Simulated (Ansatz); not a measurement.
# PtSe2: the cost of one run

Program: Ansatz 0.2.0. Level of theory: DFT PBE+D3(BJ), scalar-relativistic, plane waves, PAW, and further levels as typed in the inputs. These are calculated values, not measurements.

## Step 1: The structure to begin with

It takes space group P-3m1 (No. 164, trigonal). Conventional cell: a = 3.724 Å, b = 3.724 Å, c = 19.062 Å, α = 90.00°, β = 90.00°, γ = 120.00°. Pt (site symmetry -3m) has 6 Se at 2.51 Å as nearest neighbours. Around Se (site symmetry 3m) lie 3 Pt at 2.51 Å.

As a file:

```cif
data_structure
_symmetry_space_group_name_H-M 'P-3m1'
_symmetry_Int_Tables_number 164
_cell_length_a 3.7240
_cell_length_b 3.7240
_cell_length_c 19.0620
_cell_angle_alpha 90.000
_cell_angle_beta 90.000
_cell_angle_gamma 120.000
_cell_volume 228.94
loop_
_atom_site_label
_atom_site_type_symbol
_atom_site_symmetry_multiplicity
_atom_site_Wyckoff_symbol
_atom_site_fract_x
_atom_site_fract_y
_atom_site_fract_z
_atom_site_occupancy
Pt1 Pt 1 b 0.00000 0.00000 0.50000 1
Se1 Se 2 d 0.33333 0.66667 0.56767 1
```

## Step 2: Relaxing cell and atoms: PtSe2 sheet, no spin

input.yaml reads:

```yaml
crystal:
  lattice:
    - [3.724, 0.0, 0.0]
    - [-1.862, 3.2250786037, 0.0]
    - [0.0, 0.0, 19.062]
  atoms:
    - { symbol: Pt, position: [0.0, 0.0, 0.5] }
    - { symbol: Se, position: [0.3333333333, 0.6666666667, 0.5676739062] }
    - { symbol: Se, position: [0.6666666667, 0.3333333333, 0.4323260938] }
  periodic: [true, true, false]
scf:
  occupations: { method: gaussian, width: 0.03 }
output:
  forces: true
  stress: true
  eigenvalues: true
  write_density: true
  write_potential: true
  elf: true
  volumetric_format: npy
kpoints:
  mp_grid: { grid: [12, 12, 1] }
relax:
  f_tol: 0.003
  max_steps: 80
  cell: { stress_2d_tol: 0.01 }
hamiltonian:
  dispersion: d3bj
```

Run with:

```console
ansatz run input.yaml --threads 4 --pin off --max-ram 12288MiB --backend cpu --events-out ev --progress --plain --runs-dir out
```

What time and memory should one allow on 4 threads of Intel Xeon Platinum 8259CL at 2.50GHz (Skylake/Cascade Lake), shared host?

About 33 s, with a peak of 0.81 GiB.
